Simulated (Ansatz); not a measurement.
Relaxation of a periodic cell of 63 atoms, Si (host Si, host structure diamond, one Si atom removed), cell charge +2, to a largest force component of 0.03 eV/Å in at most 60 steps.

These are results of DFT PBE, scalar-relativistic, plane waves, PAW in Ansatz 0.2.0, not measurements. Settings: PAW set soft_1, cutoff 420 eV, k mesh 1x1x1, gaussian smearing 0.05 eV, no spin polarisation.

```xyz
63
Lattice="10.8600 0.0000 0.0000 0.0000 10.8600 0.0000 0.0000 0.0000 10.8600" Properties=species:S:1:pos:R:3
Si 5.403 0.009 0.003
Si 6.820 1.394 1.390
Si 8.195 2.653 -0.088
Si 9.525 4.049 1.377
Si 8.113 0.056 2.692
Si 9.532 1.308 4.052
Si 0.000 -0.021 -0.018
Si 1.377 1.357 1.317
Si 2.692 2.653 -0.018
Si 4.058 4.069 1.355
Si 5.476 5.410 0.008
Si 6.769 6.856 1.356
Si 8.152 8.171 0.008
Si 9.522 9.509 1.378
Si 2.679 0.002 2.764
Si 4.041 1.330 4.070
Si 5.395 2.746 2.724
Si 6.809 4.048 4.031
Si 8.188 5.434 2.798
Si 9.480 6.751 4.096
Si 5.451 -0.037 5.423
Si 6.807 1.433 6.767
Si 9.472 4.076 6.791
Si 8.141 -0.001 8.128
Si 9.485 1.351 9.518
Si 0.023 5.410 -0.018
Si 1.318 6.813 1.382
Si 2.662 8.160 -0.021
Si 4.079 9.497 1.347
Si 0.039 2.745 2.751
Si 1.390 4.105 4.041
Si 2.666 5.465 2.759
Si 4.046 6.818 4.090
Si 5.456 8.157 2.667
Si 6.770 9.517 4.043
Si 0.022 0.028 5.393
Si 1.340 1.358 6.808
Si 2.718 2.722 5.436
Si 4.090 4.103 6.757
Si 5.426 5.422 5.444
Si 6.777 6.740 6.789
Si 8.108 8.137 5.421
Si 9.486 9.512 6.804
Si 2.707 -0.044 8.156
Si 4.061 1.332 9.515
Si 5.423 2.697 8.164
Si 6.748 4.111 9.518
Si 8.172 5.472 8.150
Si 9.521 6.789 9.505
Si 0.024 8.134 2.708
Si 1.408 9.541 4.089
Si -0.055 5.456 5.432
Si 1.361 6.821 6.823
Si 2.734 8.103 5.508
Si 4.101 9.491 6.764
Si 0.045 2.772 8.129
Si 1.357 4.036 9.465
Si 2.731 5.369 8.156
Si 4.099 6.805 9.494
Si 5.448 8.189 8.182
Si 6.785 9.531 9.519
Si -0.010 8.214 8.125
Si 1.308 9.525 9.543
```

Q: Where does it end, and by what steps?

A: The forces met the threshold. Limits of this set-up: coarse k mesh, no spin, though dangling bonds at a vacancy may carry it, a typed lattice constant that wasn't relaxed here, charged cell in a uniform background, uncorrected. After 3 steps the energy has fallen by 1.344 eV; Si3 moved furthest, 0.12 Å.

| step | energy less start (eV) | largest force component (eV/Å) | accepted |
| --- | --- | --- | --- |
| 0 | 0.0000 | 1.352 | yes |
| 1 | -1.2414 | 0.368 | yes |
| 2 | -1.3385 | 0.069 | yes |
| 3 | -1.3442 | 0.010 | yes |

```xyz
63
Lattice="10.8600 0.0000 0.0000 0.0000 10.8600 0.0000 0.0000 0.0000 10.8600" Properties=species:S:1:pos:R:3
Si 5.431 0.005 0.002
Si 6.789 1.365 1.351
Si 8.145 2.720 0.000
Si 9.500 4.075 1.352
Si 8.123 0.022 2.732
Si 9.507 1.358 4.071
Si 0.001 0.004 0.001
Si 1.350 1.345 1.367
Si 2.715 2.719 0.001
Si 4.080 4.094 1.367
Si 5.429 5.435 0.000
Si 6.769 6.785 1.367
Si 8.145 8.150 0.003
Si 9.520 9.515 1.368
Si 2.716 0.005 2.717
Si 4.065 1.364 4.076
Si 5.445 2.698 2.733
Si 6.784 4.081 4.070
Si 8.167 5.420 2.732
Si 9.501 6.799 4.076
Si 5.447 0.022 5.409
Si 6.789 1.362 6.788
Si 9.504 4.078 6.791
Si 8.168 0.021 8.129
Si 9.501 1.363 9.512
Si 0.000 5.433 0.002
Si 1.359 6.792 1.357
Si 2.715 8.150 0.002
Si 4.072 9.506 1.358
Si -0.015 2.742 2.733
Si 1.365 4.076 4.077
Si 2.714 5.435 2.717
Si 4.079 6.784 4.060
Si 5.429 8.150 2.718
Si 6.790 9.500 4.075
Si -0.015 0.020 5.454
Si 1.366 1.364 6.788
Si 2.715 2.720 5.432
Si 4.066 4.075 6.789
Si 5.446 5.418 5.455
Si 6.790 6.800 6.788
Si 8.146 8.150 5.431
Si 9.502 9.499 6.788
Si 2.717 0.005 8.147
Si 4.082 1.346 9.496
Si 5.449 2.740 8.130
Si 6.789 4.077 9.511
Si 8.124 5.419 8.131
Si 9.518 6.784 9.498
Si 0.001 8.148 2.717
Si 1.351 9.514 4.058
Si -0.017 5.419 5.410
Si 1.348 6.785 6.806
Si 2.715 8.150 5.433
Si 4.083 9.515 6.805
Si -0.016 2.697 8.131
Si 1.350 4.093 9.496
Si 2.716 5.435 8.147
Si 4.071 6.795 9.505
Si 5.432 8.149 8.147
Si 6.773 9.515 9.496
Si 0.000 8.150 8.149
Si 1.361 9.506 9.506
```

Whether the end is a true minimum wasn't checked by a vibrational analysis.

Time of the run: 26 s on 4 threads of Arm Neoverse V1 (shared host), peak memory 1.1 GiB.
